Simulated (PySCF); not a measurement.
# CH6NPSi: a tour of settings, part 1 of 2

Which settings matter for CH6NPSi (`C=N[SiH2]P`)?

Programs: PySCF 2.14.0, with density-fitted response routines of our own. Each step states its level of theory. These are calculated values for one molecule, in the gas phase or a continuum, unless marked as measured. Atoms are numbered from 0 throughout.

## Step 1: The molecule as given

10 atoms, charge 0, multiplicity 1; geometry from: GFN2-xTB.

Bonds of the start (Å): C0–N1 1.25, N1–Si2 1.71, Si2–P3 2.24, C0–H4 1.09, C0–H5 1.09, Si2–H6 1.47, Si2–H7 1.46, P3–H8 1.39, P3–H9 1.38.

## Step 2: Nuclear shieldings: PBE0/pcSseg-1

The job: settings as JSON, then the geometry in Å.

```
{"job": {"kind": "nmr", "xc": "PBE0", "basis": "pcSseg-1"}, "charge": 0, "multiplicity": 1}
C      2.072440    -0.462284     0.222945
N      1.037907     0.137778     0.577024
Si    -0.367989     0.753010    -0.186581
P     -1.991661    -0.511291     0.709586
H      2.798821    -0.757140     0.976382
H      2.322029    -0.724370    -0.808764
H     -0.421277     0.776015    -1.658866
H     -0.472744     2.107528     0.349354
H     -1.963864    -1.491380    -0.268885
H     -3.004779     0.176790     0.065277
```

Method: GIAO PBE0/pcSseg-1 NMR shielding, non-relativistic, gas phase.

The run is started by

```
$ OMP_NUM_THREADS=1 python probes_run.py task.json out
```

One launch serves the whole session: the jobs run in the order shown.

The log of the run:

```text
coarse grid: 9120 points
cycle   1  E = -726.8293229348  dE =  2.536e-01  |g| = 3.819e-01  |ddm| = 2.796e+00
cycle   2  E = -726.7605492360  dE =  6.877e-02  |g| = 6.744e-01  |ddm| = 1.011e+00
cycle   3  E = -726.8636877658  dE = -1.031e-01  |g| = 6.380e-02  |ddm| = 6.503e-01
cycle   4  E = -726.8645258115  dE = -8.380e-04  |g| = 2.665e-02  |ddm| = 8.473e-02
cycle   5  E = -726.8647086931  dE = -1.829e-04  |g| = 3.345e-03  |ddm| = 3.036e-02
cycle   6  E = -726.8647114763  dE = -2.783e-06  |g| = 1.529e-03  |ddm| = 5.872e-03
final grid: 78288 points
cycle   7  E = -726.8861664259  dE = -1.298e-05  |g| = 5.716e-03  |ddm| = 1.822e-02
cycle   8  E = -726.8861637903  dE =  2.636e-06  |g| = 6.592e-03  |ddm| = 1.314e-02
cycle   9  E = -726.8861746456  dE = -1.086e-05  |g| = 8.104e-04  |ddm| = 7.169e-03
cycle  10  E = -726.8861747739  dE = -1.283e-07  |g| = 2.499e-04  |ddm| = 7.424e-04
cycle  11  E = -726.8861747871  dE = -1.325e-08  |g| = 4.713e-05  |ddm| = 1.882e-04
cycle  12  E = -726.8861747877  dE = -5.549e-10  |g| = 1.107e-05  |ddm| = 7.463e-05
converged SCF energy = -726.8861747877

GIAO shielding tensors (ppm)
atom      isotropic    diamagn.    paramagn.     s11        s22        s33       span
  0 C       14.148     252.055    -237.907    -79.926     -5.326    127.696    207.622
  1 N     -155.161     330.084    -485.246   -573.542   -178.360    286.418    859.959
  2 Si     388.591     881.031    -492.440    347.455    377.978    440.339     92.884
  3 P      612.222     967.363    -355.141    551.239    610.320    675.108    123.869
  4 H       23.042      28.227      -5.185     21.777     22.773     24.577      2.800
  5 H       22.963      30.043      -7.081     21.049     22.243     25.595      4.546
  6 H       25.972      29.915      -3.942     22.467     24.454     30.996      8.529
  7 H       26.276      29.424      -3.148     23.660     24.373     30.795      7.136
  8 H       30.643      30.775      -0.131     25.865     27.435     38.630     12.764
  9 H       30.758      29.855       0.903     26.125     27.086     39.063     12.939
```

Wall time 14 s (1 thread of Intel Xeon at 2.70GHz, shared host); peak memory 0.5 GiB.

Shifts follow as δ = σ(reference) − σ, with reference shieldings (ppm) from runs at the same level and on the same kind of geometry: ¹H TMS 31.72, ¹³C TMS 186.9, ²⁹Si TMS 349.2, ¹⁵N NH3 267.7, ³¹P H3PO4 318.4. The references are single molecules in the gas phase, so shifts against H2O, NH3, PH3, H3PO4 or CFCl3 are not on the usual liquid scales and can be off by tens of ppm. Atoms listed in one row are averaged.

```
 atoms                            environment  σ (ppm)  δ (ppm)  δ scaled to CDCl3
    C0                             C=N carbon     14.1    172.8              166.7
    H5               hydrogen on a C=N carbon    22.96     8.75               8.36
    H4               hydrogen on a C=N carbon    23.04     8.67               8.28
H6, H7   hydrogen on a silicon bonded to N, P    26.12     5.59                  –
H8, H9  hydrogen on a phosphorus bonded to Si    30.70     1.02                  –
    N1                         imine nitrogen   -155.2    422.9                  –
   Si2            silicon bonded to N, P, 2 H    388.6    -39.4                  –
    P3           phosphorus bonded to Si, 2 H    612.2   -293.8                  –
```

The scaled column applies a straight-line fit of computed shieldings to shifts measured in CDCl3 (root-mean-square error 0.16 ppm for H, 1.9 ppm for C).

The run also stored atomic charges by several schemes (e):

```
atoms  Mulliken    IAO  Hirshfeld  ESP fit
   C0      0.07  -0.07       0.03     0.34
   N1     -0.55  -0.52      -0.23    -0.60
  Si2      0.57   0.72       0.31     0.66
   P3     -0.22  -0.09      -0.02    -0.36
```

Mayer bond orders: C0–N1 1.95, N1–Si2 0.98, Si2–P3 0.98.

Orbitals, density, ELF and potential are computed afterwards from the orbital file.

Frontier orbitals at PBE0/pcSseg-1, with the share of their density that lies nearest to each atom:

```
orbital  energy (eV)                                  lies on
   HOMO        -7.07  N1 63 %; H4, H5 about 10 % each; H6 8 %
   LUMO        -1.01  C0 35 %; N1 30 %; H4, H5 about 9 % each
```

ELF in a plane through or near 4 of the atoms.

Ten even steps from '0' (0.00) to '9' (1.00):
```
0000000000000000000000000000
0000000000000000000000000000
0000000000000023200000000000
0000000000000599982000000000
0000000000002899996000000000
0000000000001899997000000000
0000000122111699994000000000
0000000245444334762001100000
0000001357668400353148840000
0000156658435712886599983000
0001699955766527961399984000
0002799985775215628379852000
0000599974552004414155310000
0000057522320002565553100000
0000000000000001346531000000
0000000000000000112210000000
0000000000000000000000000000
0000000000000000000000000000
0000000000000000000000000000
0000000000000000000000000000
```
The map spans 11.2 Å across and 9.1 Å up, centred on the molecule. Atoms in the plane (x, y in Å): N1 (-1.0, 0.2), P3 (1.9, -0.8), H4 (-2.9, -0.6), H7 (0.7, 2.0).

log10 of the density (e/Å³) in the same plane.

Ten even steps from ' ' (-4.0) to '@' (2.2):
```
                                                        
                            ........                    
                      ....::::::::::....                
                    ....::----------::....              
                  ....::--====++====--::..              
              ....::::----==++**++++==::::..            
          ..::::----======++******++==--::::....        
        ..::----====++++++++++**++++==------::::..      
      ..::--====++++************++++++======----::..    
    ..::--==++++****##%%##**++++++++++++++++==----..    
    ..::--++**********##**++++++************++==--::..  
    ..::--++**********++++====++****@@##**++==----::    
    ..::--==++++++++==========++++**%%**++++==--::..    
      ..::--========----------==++++**++++==--::::..    
        ....::::::::::::::::::--====++====--::::..      
            ............  ..::::----------::::..        
                            ..::::::::::::::..          
                              ..............            
                                                        
                                                        
```
The map spans 11.2 Å across and 9.1 Å up, centred on the molecule. Atoms in the plane (x, y in Å): N1 (-1.0, 0.2), P3 (1.9, -0.8), H4 (-2.9, -0.6), H7 (0.7, 2.0).

On the surface of density 0.002 e/bohr³ the electrostatic potential runs, from the 1st to the 99th percentile, from -1.46 V near N1 to 1.09 V near H6.

## Step 3: TDDFT and polarisability: PBE0/def2-SVPD

The job, as its differences from that of step 2:

```diff
@@ -1,2 +1,2 @@
-{"job": {"kind": "nmr", "xc": "PBE0", "basis": "pcSseg-1"}, "charge": 0, "multiplicity": 1}
+{"job": {"kind": "uv", "xc": "PBE0", "basis": "def2-SVPD", "nstates": 6, "ntriplets": 2}, "charge": 0, "multiplicity": 1}
 C      2.072440    -0.462284     0.222945
```

Level: TDDFT PBE0/def2-SVPD, vertical, gas phase, core orbitals frozen in the response.

The log of the run:

```text
coarse grid: 9120 points
cycle   1  E = -726.5509574012  dE =  2.269e-01  |g| = 3.615e-01  |ddm| = 4.028e+00
cycle   2  E = -726.4814571340  dE =  6.950e-02  |g| = 6.584e-01  |ddm| = 1.488e+00
cycle   3  E = -726.5830409517  dE = -1.016e-01  |g| = 5.405e-02  |ddm| = 9.858e-01
cycle   4  E = -726.5836659865  dE = -6.250e-04  |g| = 2.496e-02  |ddm| = 1.061e-01
cycle   5  E = -726.5838482377  dE = -1.823e-04  |g| = 3.259e-03  |ddm| = 3.931e-02
cycle   6  E = -726.5838516506  dE = -3.413e-06  |g| = 1.086e-03  |ddm| = 7.850e-03
final grid: 78288 points
cycle   7  E = -726.6658923133  dE = -1.095e-05  |g| = 5.160e-03  |ddm| = 6.177e-02
cycle   8  E = -726.6658892431  dE =  3.070e-06  |g| = 6.243e-03  |ddm| = 1.848e-02
cycle   9  E = -726.6658995984  dE = -1.036e-05  |g| = 9.458e-04  |ddm| = 1.103e-02
cycle  10  E = -726.6658997990  dE = -2.006e-07  |g| = 1.705e-04  |ddm| = 1.304e-03
cycle  11  E = -726.6658998056  dE = -6.591e-09  |g| = 3.975e-05  |ddm| = 2.594e-04
cycle  12  E = -726.6658998061  dE = -5.086e-10  |g| = 9.990e-06  |ddm| = 8.847e-05
converged SCF energy = -726.6658998061

Static polarisability (au): isotropic 76.126, principal 62.636 70.452 95.289

Singlet excitations
state   eV       nm        f      main configurations
  1   3.9434    314.4   0.00050   H->L 0.97
  2   5.3113    233.4   0.02812   H-1->L 0.97
  3   5.9950    206.8   0.01954   H->L+1 0.97
  4   6.3968    193.8   0.04217   H-1->L+1 0.72, H-1->L+2 0.16
  5   6.5896    188.2   0.00397   H->L+2 0.81, H->L+3 0.10
  6   6.7537    183.6   0.02054   H-1->L+2 0.75, H-1->L+1 0.13

Triplet excitations (Tamm-Dancoff, eV): 3.3223 4.7682
```

Wall time 13 s (1 thread of Intel Xeon at 2.70GHz, shared host); peak memory 0.58 GiB.

Frontier orbitals and where they lie:

```
orbital     eV                       atoms
 HOMO−3  -9.89  Si2 30 %, P3 17 %, H7 17 %
 HOMO−2  -8.86  P3 29 %, Si2 17 %, N1 16 %
 HOMO−1  -7.41   P3 64 %, Si2 14 %, H8 7 %
   HOMO  -7.10  N1 56 %, C0 16 %, Si2 10 %
   LUMO  -1.10   C0 40 %, N1 32 %, Si2 6 %
 LUMO+1   0.20  Si2 32 %, P3 21 %, C0 10 %
 LUMO+2   0.57  P3 33 %, Si2 26 %, H8 19 %
```

With each of the 6 states as a Gaussian band of 0.4 eV half-width at 1/e, the curve within the window shown has maxima at 232 nm (ε 1,200), 193 nm (ε 2,500) L/(mol cm). Beyond the last state computed it falls off for lack of states. The curve at chosen wavelengths:

nm, ε (L/mol/cm) and a bar:
```
      176        632 ########
      184       1787 #####################
      192       2497 ##############################
      199       2242 ###########################
      207       1519 ##################
      215       1036 ############
      223       1033 ############
      231       1185 ##############
      238       1092 #############
      246        733 #########
      254        367 ####
      262        145 ##
      270         48 #
      277         18 
      285         11 
      293         13 
      301         17 
      309         20 
      316         20 
      324         19 
      332         16 
      340         12 
      348          8 
      355          6 
      363          4 
      371          2
```

Leading natural transition orbitals of singlet state 4: the hole lies on P3 63 %; Si2 10 %; H8, H9 about 8 % each; the particle on P3 20 %; H7, H8 about 16 % each; Si2 15 %.

Leading natural transition orbitals of singlet state 1: the hole lies on N1 65 %; H4, H5 about 10 % each; H6 6 %; the particle on C0 36 %; N1 32 %; H4, H5 about 10 % each.

Ground-state properties from the same run:

```
           property  computed
  dipole moment (D)      1.97
polarisability (Å³)     11.28
 HOMO–LUMO gap (eV)      6.00
      −ε(HOMO) (eV)      7.10
```

## Step 4: Nuclear shieldings: CAM-B3LYP/pcSseg-1 in benzene

The job, as its differences from that of step 3:

```diff
@@ -1,2 +1,2 @@
-{"job": {"kind": "uv", "xc": "PBE0", "basis": "def2-SVPD", "nstates": 6, "ntriplets": 2}, "charge": 0, "multiplicity": 1}
+{"job": {"kind": "nmr", "xc": "CAM-B3LYP", "basis": "pcSseg-1", "solvent": "benzene", "pop": false, "scf": {"conv": 1e-11}}, "charge": 0, "multiplicity": 1}
 C      2.072440    -0.462284     0.222945
```

Method: GIAO CAM-B3LYP/pcSseg-1 NMR shielding, non-relativistic, IEF-PCM benzene.

The log of the run:

```text
final grid: 78288 points
cycle   1  E = -727.1827136819  dE =  2.572e-01  |g| = 4.058e-01  |ddm| = 2.775e+00
cycle   2  E = -727.1623594809  dE =  2.035e-02  |g| = 5.459e-01  |ddm| = 7.145e-01
cycle   3  E = -727.2234284365  dE = -6.107e-02  |g| = 4.212e-02  |ddm| = 3.972e-01
cycle   4  E = -727.2238717865  dE = -4.434e-04  |g| = 1.967e-02  |ddm| = 6.344e-02
cycle   5  E = -727.2239663923  dE = -9.461e-05  |g| = 3.345e-03  |ddm| = 2.380e-02
cycle   6  E = -727.2239698523  dE = -3.460e-06  |g| = 1.168e-03  |ddm| = 5.262e-03
cycle   7  E = -727.2239702533  dE = -4.010e-07  |g| = 3.525e-04  |ddm| = 1.673e-03
cycle   8  E = -727.2239702976  dE = -4.430e-08  |g| = 7.248e-05  |ddm| = 7.060e-04
cycle   9  E = -727.2239702994  dE = -1.759e-09  |g| = 1.240e-05  |ddm| = 1.532e-04
cycle  10  E = -727.2239702995  dE = -5.900e-11  |g| = 3.327e-06  |ddm| = 2.623e-05
cycle  11  E = -727.2239702995  dE = -3.183e-12  |g| = 7.025e-07  |ddm| = 7.279e-06
converged SCF energy = -727.2239702995

GIAO shielding tensors (ppm)
atom      isotropic    diamagn.    paramagn.     s11        s22        s33       span
  0 C        7.544     251.226    -243.682    -88.600    -16.465    127.695    216.294
  1 N     -157.765     330.865    -488.630   -577.347   -183.778    287.830    865.177
  2 Si     380.757     880.716    -499.958    340.207    369.540    432.525     92.319
  3 P      600.487     967.542    -367.055    538.460    599.078    663.922    125.462
  4 H       23.194      28.310      -5.116     21.841     22.901     24.840      2.999
  5 H       23.118      30.102      -6.984     21.326     22.370     25.656      4.330
  6 H       26.277      30.152      -3.874     22.874     24.773     31.185      8.311
  7 H       26.514      29.680      -3.166     23.948     24.604     30.990      7.041
  8 H       30.688      31.143      -0.455     25.948     27.522     38.593     12.644
  9 H       30.813      30.022       0.791     26.206     27.193     39.040     12.834
```

It took 11 s on 1 thread of Intel Xeon at 2.70GHz, shared host; peak memory 0.57 GiB.

This run: σ C0 7.5, N1 -157.8, Si2 380.8, P3 600.5, H5 23.12, H4 23.19 ppm.

(Continued in part 2 of 2.)
